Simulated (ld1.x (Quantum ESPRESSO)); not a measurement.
# Co: generating and testing a TM potential

Aim: build the potential from the settings below, then test how well it stands in for the atom: other configurations, scattering, ghost states and the plane-wave cutoff that it needs.

The numbers are computed with ld1.x (Quantum ESPRESSO) 7.5 (PBE, scalar-relativistic, spin-unpolarised reference atom).

### 1 Starting point

The settings as typed:

```json
{"element": "cobalt (Co, Z = 27)", "type": "norm-conserving Troullier–Martins (Kleinman–Bylander form)", "frozen core": "[Ar]", "valence charge": "9", "reference configuration": "3d7 4s2 4p0", "partial waves": "4p (bound, empty): rc 3.20 bohr; 3d (bound): rc 1.70 bohr; 4s (bound): rc 2.50 bohr", "local potential": "the s channel", "core correction": "a·sin(br)/r model core inside 0.85 bohr"}
```

The outer shells as boxes (Hund's rule for the drawing; the calculation is spin-unpolarised):

```
[Ar] core
3d [↑↓][↑↓][↑ ][↑ ][↑ ]
4s [↑↓]
4p [  ][  ][  ]
```

An earlier all-electron run gives the scale for the radii.

All-electron outer shells of the reference configuration (PBE, scalar-relativistic, ld1.x):

| shell | level (eV) | outermost node (bohr) | outermost maximum (bohr) |
| --- | --- | --- | --- |
| 3s | -102.40 | 0.31 | 0.66 |
| 3p | -65.64 | 0.28 | 0.68 |
| 3d | -8.20 | – | 0.66 |
| 4s | -5.47 | 0.96 | 2.32 |
| 4p | -1.28 | 1.05 | 3.25 |

### 2 Generating the potential

The input, Co.in:

```
 &input
   title='Co', zed=27., rel=1, dft='PBE', iswitch=3,
   config='[Ar] 3d7 4s2 4p0',
   nld=3, rlderiv=3.50, eminld=-3.0, emaxld=5.0, deld=0.02
 /
 &inputp
   pseudotype=2, tm=.true., lloc=0,
   nlcc=.true., rcore=0.85,
   file_pseudopw='Co.UPF', file_wfcaegen='ae.wfc', file_wfcncgen='nc.wfc', file_beta='beta', file_chi='chi'
 /
3
4P  2  1   0.00   0.00  3.20  3.20  0.0
3D  3  2   7.00   0.00  1.70  1.70  0.0
4S  1  0   2.00   0.00  2.50  2.50  0.0
 &test
   configts(1)='3d7 4s2 4p0'
 /
```

Started as:

```bash
$ ld1.x < Co.in > Co.out
```

The output, Co.out (without the banner and most projector matrices):

```text
     Program LD1 v.7.5
     --------------------------- All-electron run ----------------------------

     Co
     scalar relativistic calculation

     atomic number is 27.00
     dft =PBE   lsd =0 sic =0 latt =0  beta=0.20 tr2=1.0E-14
     Exchange-correlation= PBE
                           (   1   4   3   4   0   0   0)
     mesh =1193 r(mesh) =  99.89935 a.u. xmin = -7.00 dx = 0.01250
     1 Ry =  13.60569312 eV, c = 137.03599908

     n l     nl                  e(Ry)          e(Ha)          e(eV)
     1 0     1S 1( 2.00)      -558.0826      -279.0413     -7593.1006
     2 0     2S 1( 2.00)       -66.0755       -33.0378      -899.0036
     2 1     2P 1( 6.00)       -56.5897       -28.2948      -769.9416
     3 0     3S 1( 2.00)        -7.5266        -3.7633      -102.4044
     3 1     3P 1( 6.00)        -4.8242        -2.4121       -65.6364
     3 2     3D 1( 7.00)        -0.6030        -0.3015        -8.2040
     4 0     4S 1( 2.00)        -0.4020        -0.2010        -5.4697
     4 1     4P 1( 0.00)        -0.0938        -0.0469        -1.2766

     final scf error:  8.6E-15 reached in  32 iterations

     Etot =   -2786.294851 Ry,   -1393.147426 Ha,  -37909.472698 eV

     Ekin =    2822.267919 Ry,    1411.133959 Ha,   38398.911213 eV
     Encl =   -6674.713191 Ry,   -3337.356595 Ha,  -90814.099355 eV
     Eh   =    1184.776043 Ry,     592.388022 Ha,   16119.699266 eV
     Exc  =    -118.625623 Ry,     -59.312811 Ha,   -1613.983821 eV

     normalization and overlap integrals

     s(1S/1S) =  1.000000  <r> =   0.0562  <r2> =    0.0042  r(max) =   0.0366
     s(2S/2S) =  1.000000  <r> =   0.2555  <r2> =    0.0770  r(max) =   0.2131
     s(2P/2P) =  1.000000  <r> =   0.2250  <r2> =    0.0622  r(max) =   0.1723
     s(3S/3S) =  1.000000  <r> =   0.7736  <r2> =    0.6913  r(max) =   0.6648
     s(3P/3P) =  1.000000  <r> =   0.8160  <r2> =    0.7864  r(max) =   0.6816
     s(3D/3D) =  1.000000  <r> =   1.0711  <r2> =    1.5569  r(max) =   0.6648
     s(4S/4S) =  1.000000  <r> =   2.8937  <r2> =    9.7888  r(max) =   2.3202
     s(4P/4P) =  1.000000  <r> =   4.4224  <r2> =   23.7598  r(max) =   3.2517

     ------------------------ End of All-electron run ------------------------

     --------------------- Generating NC pseudopotential ---------------------

      Generating local pot.: lloc=0, matching radius rcloc =   2.5000

      Computing core charge for nlcc:

       r > 0.85 : true rho core
       r < 0.85 : rho core = a sin(br)/r    a=  16.92  b=   2.83

      Integrated core pseudo-charge :   8.31

      Wfc   4P  rcut= 3.171  Using Troullier-Martins method

      Wfc   3D  rcut= 1.698  Using Troullier-Martins method

     ------------------- End of pseudopotential generation -------------------

     [... the all-electron block is printed once more ...]


     Computing logarithmic derivative in   3.48313
     Computing logarithmic derivative in   3.48313
     Computing the partial wave expansion
       no projector for channel:   0
     R is outside the sphere for l=    1 j= 0.00
     R is outside the sphere for l=    2 j= 0.00

     ---------------------- Testing the pseudopotential ----------------------

     Co
     scalar relativistic calculation

     atomic number is 27.00   valence charge is  9.00
     dft =PBE   lsd =0 sic =0 latt =0  beta=0.20 tr2=1.0E-14
     mesh =1193 r(mesh) =  99.89935 xmin = -7.00 dx = 0.01250

     n l     nl             e AE (Ry)        e PS (Ry)    De AE-PS (Ry)
     3 2     3D   1( 7.00)       -0.60298       -0.60298        0.00000
     1 0     4S   1( 2.00)       -0.40202       -0.40202        0.00000
     2 1     4P   1( 0.00)       -0.09383       -0.09383       -0.00000

     eps = 8.8E-15  iter = 11

     Etot =   -2786.294851 Ry,   -1393.147426 Ha,  -37909.472698 eV
     Etotps =   -71.205883 Ry,     -35.602942 Ha,    -968.805398 eV

     Ekin =      79.189786 Ry,      39.594893 Ha,    1077.431922 eV
     Encl =     -85.532892 Ry,     -42.766446 Ha,   -1163.734286 eV
     Ehrt =      52.877221 Ry,      26.438611 Ha,     719.431246 eV
     Ecxc =     -29.424351 Ry,     -14.712175 Ha,    -400.338686 eV
     (Ecc =     -14.757124 Ry,      -7.378562 Ha,    -200.780903 eV)
     Epseu=     -88.315647 Ry,     -44.157824 Ha,   -1201.595593 eV

     ---------------------- End of pseudopotential test ----------------------
```

Run time: 1.7 s. Hardware: 1 thread, shared host. (Generation and the later configuration tests together.)

Partial waves on a coarse radial grid (AE all-electron, PS pseudo):

```csv
r (bohr),4s AE,4s PS,4p AE,4p PS
0.160,0.1631,0.0259,0.0938,0.0031
0.320,-0.0271,0.0536,-0.0414,0.0125
0.480,-0.2400,0.0846,-0.1498,0.0278
0.640,-0.2616,0.1211,-0.1657,0.0490
0.800,-0.1545,0.1648,-0.1195,0.0755
0.960,0.0013,0.2171,-0.0455,0.1068
1.120,0.1589,0.2786,0.0359,0.1424
1.280,0.2974,0.3477,0.1143,0.1812
1.440,0.4098,0.4205,0.1853,0.2221
1.600,0.4957,0.4905,0.2476,0.2640
1.760,0.5579,0.5508,0.3009,0.3053
1.920,0.5997,0.5957,0.3459,0.3444
2.080,0.6245,0.6234,0.3833,0.3799
2.240,0.6356,0.6355,0.4137,0.4106
2.400,0.6357,0.6357,0.4378,0.4360
2.560,0.6270,0.6270,0.4565,0.4556
2.720,0.6116,0.6116,0.4702,0.4699
2.880,0.5911,0.5911,0.4796,0.4795
3.040,0.5669,0.5669,0.4851,0.4851
3.200,0.5402,0.5402,0.4874,0.4874
3.360,0.5120,0.5120,0.4869,0.4869
3.520,0.4829,0.4829,0.4840,0.4840
3.680,0.4537,0.4537,0.4791,0.4791
3.840,0.4247,0.4247,0.4725,0.4725
4.000,0.3964,0.3964,0.4646,0.4646
4.160,0.3690,0.3690,0.4556,0.4556
```

### 3 Transferability test

The input, Co.test.in:

```
 &input
   title='Co', zed=27., rel=1, dft='PBE', iswitch=2,
   config='[Ar] 3d7 4s2 4p0'
 /
 &test
   file_pseudo='Co.UPF', nconf=8,
   configts(1)='3d7 4s2 4p0',
   configts(2)='3d7 4s1 4p0',
   configts(3)='3d7 4s0 4p0',
   configts(4)='3d6 4s0 4p0',
   configts(5)='3d6 4s2 4p0',
   configts(6)='3d7 4s0 4p2',
   configts(7)='3d8 4s1 4p0',
   configts(8)='3d7 4s0 4p1'
 /
```

Started as:

```bash
$ ld1.x < Co.test.in > Co.test.out
```

Co.test.out, the pseudopotential blocks, each with the warnings that came before it:

```text
     ---------------------- Testing the pseudopotential ----------------------

     Co
     scalar relativistic calculation

     atomic number is 27.00   valence charge is  9.00
     dft =PBE   lsd =0 sic =0 latt =0  beta=0.20 tr2=1.0E-14
     mesh =1193 r(mesh) =  99.89935 xmin = -7.00 dx = 0.01250

     n l     nl             e AE (Ry)        e PS (Ry)    De AE-PS (Ry)
     3 2     3D   1( 7.00)       -0.60298       -0.60298        0.00000
     1 0     4S   1( 2.00)       -0.40202       -0.40202        0.00000
     2 1     4P   1( 0.00)       -0.09383       -0.09383        0.00000

     eps = 2.4E-15  iter =  9

     Etot =   -2786.294851 Ry,   -1393.147426 Ha,  -37909.472698 eV
     Etotps =   -71.205884 Ry,     -35.602942 Ha,    -968.805409 eV

     Ekin =      79.189785 Ry,      39.594892 Ha,    1077.431908 eV
     Encl =     -85.532893 Ry,     -42.766446 Ha,   -1163.734288 eV
     Ehrt =      52.877221 Ry,      26.438611 Ha,     719.431248 eV
     Ecxc =     -29.424351 Ry,     -14.712175 Ha,    -400.338686 eV
     (Ecc =     -14.757124 Ry,      -7.378562 Ha,    -200.780903 eV)
     Epseu=     -88.315647 Ry,     -44.157823 Ha,   -1201.595589 eV

     ---------------------- End of pseudopotential test ----------------------

     ---------------------- Testing the pseudopotential ----------------------

     Co
     [...]
     n l     nl             e AE (Ry)        e PS (Ry)    De AE-PS (Ry)
     3 2     3D   1( 7.00)       -1.24646       -1.24409       -0.00237
     1 0     4S   1( 1.00)       -0.93803       -0.93882        0.00079
     2 1     4P   1( 0.00)       -0.54886       -0.54958        0.00072

     eps = 8.9E-15  iter = 14

     Etot =   -2785.631149 Ry,   -1392.815574 Ha,  -37900.442564 eV
     Etotps =   -70.541849 Ry,     -35.270925 Ha,    -959.770750 eV
     dEtot_ae =       0.663703 Ry
     dEtot_ps =       0.664035 Ry,   Delta E=      -0.000333 Ry

     [...]
     ---------------------- End of pseudopotential test ----------------------

     ---------------------- Testing the pseudopotential ----------------------

     Co
     [...]
     n l     nl             e AE (Ry)        e PS (Ry)    De AE-PS (Ry)
     3 2     3D   1( 7.00)       -1.98916       -1.98898       -0.00018
     1 0     4S   1( 0.00)       -1.53869       -1.54328        0.00459
     2 1     4P   1( 0.00)       -1.07841       -1.08244        0.00403

     eps = 2.2E-16  iter =  7

     Etot =   -2784.397424 Ry,   -1392.198712 Ha,  -37883.656885 eV
     Etotps =   -69.305742 Ry,     -34.652871 Ha,    -942.952654 eV
     dEtot_ae =       1.897427 Ry
     dEtot_ps =       1.900142 Ry,   Delta E=      -0.002715 Ry

     [...]
     ---------------------- End of pseudopotential test ----------------------

     Warning: n=3, l=2 expected 0 nodes, found 1
     ---------------------- Testing the pseudopotential ----------------------

     Co
     [...]
     n l     nl             e AE (Ry)        e PS (Ry)    De AE-PS (Ry)
     3 2     3D   1( 6.00)       -3.31966       -3.38543        0.06577  !
     1 0     4S   1( 0.00)       -2.38146       -2.40388        0.02243  !
     2 1     4P   1( 0.00)       -1.82341       -1.83069        0.00728  !

     eps = 5.4E-15  iter =  9

     Etot =   -2781.761040 Ry,   -1390.880520 Ha,  -37847.787048 eV
     Etotps =   -66.638004 Ry,     -33.319002 Ha,    -906.656228 eV
     dEtot_ae =       4.533812 Ry
     dEtot_ps =       4.567881 Ry,   Delta E=      -0.034069 Ry

     [...]
     ---------------------- End of pseudopotential test ----------------------

     ---------------------- Testing the pseudopotential ----------------------

     Co
     [...]
     n l     nl             e AE (Ry)        e PS (Ry)    De AE-PS (Ry)
     3 2     3D   1( 6.00)       -1.67487       -1.71419        0.03932  !
     1 0     4S   1( 2.00)       -1.06776       -1.06702       -0.00074
     2 1     4P   1( 0.00)       -0.63474       -0.62976       -0.00498

     eps = 9.6E-15  iter = 14

     Etot =   -2785.179005 Ry,   -1392.589502 Ha,  -37894.290832 eV
     Etotps =   -70.071105 Ry,     -35.035553 Ha,    -953.365954 eV
     dEtot_ae =       1.115847 Ry
     dEtot_ps =       1.134779 Ry,   Delta E=      -0.018932 Ry

     [...]
     ---------------------- End of pseudopotential test ----------------------

     BEWARE! Errors in PS-KS equations
     ---------------------- Testing the pseudopotential ----------------------

     Co
     [...]
     n l     nl             e AE (Ry)        e PS (Ry)    De AE-PS (Ry)
     3 2     3D   1( 7.00)       -0.84920       -0.85124        0.00204
     1 0     4S   1( 0.00)       -0.55385       -0.55413        0.00028
     2 1     4P   1( 2.00)       -0.20516       -0.20517        0.00002

     eps = 1.4E-15  iter = 11

     Etot =   -2785.634942 Ry,   -1392.817471 Ha,  -37900.494175 eV
     Etotps =   -70.545735 Ry,     -35.272868 Ha,    -959.823624 eV
     dEtot_ae =       0.659909 Ry
     dEtot_ps =       0.660149 Ry,   Delta E=      -0.000240 Ry

     [...]
     ---------------------- End of pseudopotential test ----------------------

     BEWARE! Errors in PS-KS equations
     ---------------------- Testing the pseudopotential ----------------------

     Co
     [...]
     n l     nl             e AE (Ry)        e PS (Ry)    De AE-PS (Ry)
     3 2     3D   1( 8.00)       -0.31141       -0.29233       -0.01908  !
     1 0     4S   1( 1.00)       -0.32150       -0.32751        0.00601  !
     2 1     4P   1( 0.00)       -0.05948       -0.06276        0.00328

     eps = 2.2E-15  iter = 10

     Etot =   -2786.383253 Ry,   -1393.191627 Ha,  -37910.675469 eV
     Etotps =   -71.279541 Ry,     -35.639770 Ha,    -969.807555 eV
     dEtot_ae =      -0.088402 Ry
     dEtot_ps =      -0.073656 Ry,   Delta E=      -0.014746 Ry

     [...]
     ---------------------- End of pseudopotential test ----------------------

     ---------------------- Testing the pseudopotential ----------------------

     Co
     [...]
     n l     nl             e AE (Ry)        e PS (Ry)    De AE-PS (Ry)
     3 2     3D   1( 7.00)       -1.35700       -1.35759        0.00059
     1 0     4S   1( 0.00)       -1.00643       -1.00762        0.00119
     2 1     4P   1( 1.00)       -0.60637       -0.60716        0.00079

     eps = 4.8E-15  iter = 10

     Etot =   -2785.236570 Ry,   -1392.618285 Ha,  -37895.074046 eV
     Etotps =   -70.147031 Ry,     -35.073515 Ha,    -954.398972 eV
     dEtot_ae =       1.058281 Ry
     dEtot_ps =       1.058854 Ry,   Delta E=      -0.000572 Ry

     [...]
     ---------------------- End of pseudopotential test ----------------------
```

2 tests gave no usable energy difference (3d7 4s0 4p2; 3d8 4s1 4p0).

Energies count from the reference configuration 3d7 4s2 4p0; the error is all-electron less pseudo. A star marks tests that logged a warning.

```csv
valence configuration,charge,ΔE all-electron (eV),error AE − PS (meV)
3d7 4s1 4p0,+1,9.030,-4.5
3d7 4s0 4p0,+2,25.816,-37
3d6 4s0 4p0 *,+3,61.686,-464
3d6 4s2 4p0,+1,15.182,-258
3d7 4s0 4p1,+1,14.399,-7.8
```

### 4 Scattering by logarithmic derivatives

Taken from the files of the generation run. The phase is arctan(r·u′/u) with u = r·R, unwrapped, with energies in Ry. A pole is an energy at which the radial function vanishes at the test radius. The pseudo phase is shifted by a multiple of π to meet the all-electron one at the reference energy. Levels narrower than the energy grid can be missing from the poles. The last column is the largest difference on the grid between −1 and +1 Ry.

| channel | radius (bohr) | reference (Ry) | poles AE | poles PS | window around the reference with phases within 0.05 rad (Ry) | largest difference near zero (rad) |
| --- | --- | --- | --- | --- | --- | --- |
| s | 3.48 | -0.40 | 0.10, 4.07 | 0.10, 3.47 | below 1.2 | 0.013 |
| p | 3.48 | -0.09 | 0.79, 4.84 | 0.78, 4.99 | below 2.3 | 0.002 |
| d | 3.48 | -0.60 | -0.58, 2.04 | -0.58, 2.35 | below 0.4 | 0.239 |

Phases (rad) along the scan:

```csv
E (Ry),d AE,d PS,p AE,p PS
-3.00,1.408,1.409,1.397,1.397
-2.52,1.394,1.394,1.379,1.379
-2.04,1.376,1.376,1.354,1.353
-1.56,1.349,1.349,1.315,1.315
-1.08,1.304,1.304,1.246,1.245
-0.60,-1.313,-1.313,1.069,1.068
-0.12,-1.948,-1.942,-0.005,-0.005
0.36,-2.273,-2.230,-1.359,-1.360
0.84,-3.704,-3.466,-1.587,-1.589
1.32,-4.470,-4.388,-1.708,-1.711
1.80,-4.658,-4.605,-1.857,-1.866
2.28,-4.757,-4.702,-2.300,-2.342
2.76,-4.849,-4.769,-3.956,-3.986
3.24,-4.999,-4.835,-4.453,-4.453
3.72,-5.614,-4.928,-4.588,-4.584
4.20,-7.337,-5.136,-4.655,-4.649
4.68,-7.656,-6.120,-4.700,-4.691
```

### 5 Cutoff and ghost test in a Bessel basis

This step uses the generator's waves and projectors in a separate script. Basis: spherical Bessel functions vanishing at 20 bohr, q² up to the cutoff; potential fixed at the reference.

All-electron valence levels (Ry): 4p -0.0938, 3d -0.6030, 4s -0.4020. The lowest levels of each channel (Ry) by cutoff; the last column sums, over occupied levels, occupation times the distance from the level at 400 Ry. A positive value at high cutoff is not a bound level.

```csv
cutoff (Ry),p #1,d #1,s #1,f #1,Σ f·Δε (mRy)
8,-0.0937,0.0604,-0.3993,0.1121,4649.2
15,-0.0938,0.0604,-0.4004,0.1121,4646.9
21,-0.0938,0.0603,-0.4018,0.1121,4643.3
35,-0.0938,0.0589,-0.4020,0.1121,4633.1
45,-0.0938,-0.0826,-0.4020,0.1121,3642.7
60,-0.0938,-0.5012,-0.4020,0.1121,712.2
80,-0.0938,-0.5943,-0.4020,0.1121,60.7
100,-0.0938,-0.6025,-0.4020,0.1121,3.4
110,-0.0938,-0.6026,-0.4020,0.1121,2.6
140,-0.0938,-0.6027,-0.4020,0.1121,1.7
160,-0.0938,-0.6029,-0.4020,0.1121,0.8
200,-0.0938,-0.6030,-0.4020,0.1121,0.0
400,-0.0938,-0.6030,-0.4020,0.1121,0.0
```

The sum stays within 10 mRy from 100 Ry and within 1 mRy from 160 Ry. The sum leaves out empty levels, which can need more. Ghost test: no level below the all-electron spectrum of its channel (p, d, s, f tested).

### 6 Outcome

```
                                                quantity                                                                         value
               cutoffs for 10 and 1 mRy, occupied levels                                                             100 Ry and 160 Ry
                                            bound ghosts                                                                    none found
                            largest test error (AE − PS)  -464 meV, for 3d6 4s0 4p0 (one of 3 tests with a warning) (2 tests unsolved)
largest phase difference near zero energy, channels read                                                                     0.239 rad
```

What this shows: The worst unpolarised test, 3d6 4s0 4p0, is off by 464 meV on 61.7 eV; by total energies transferability rates as poor. That test lies far up in energy; among those under 40 eV, nearer to bonding, the largest error is 258 meV. Of the tests 2 gave no usable energy difference, which is a warning in itself. It counts as hard, with 100 Ry needed at the looser tolerance. The slowest occupied level is 3d: taken alone it needs 100 Ry to come within 1 mRy, against 18 Ry for 4s. No bound ghost shows below the valence levels. Near zero energy the largest phase difference among the channels read is 0.24 rad, in the d channel. These are tests on the free atom; a crystal test is still owed.
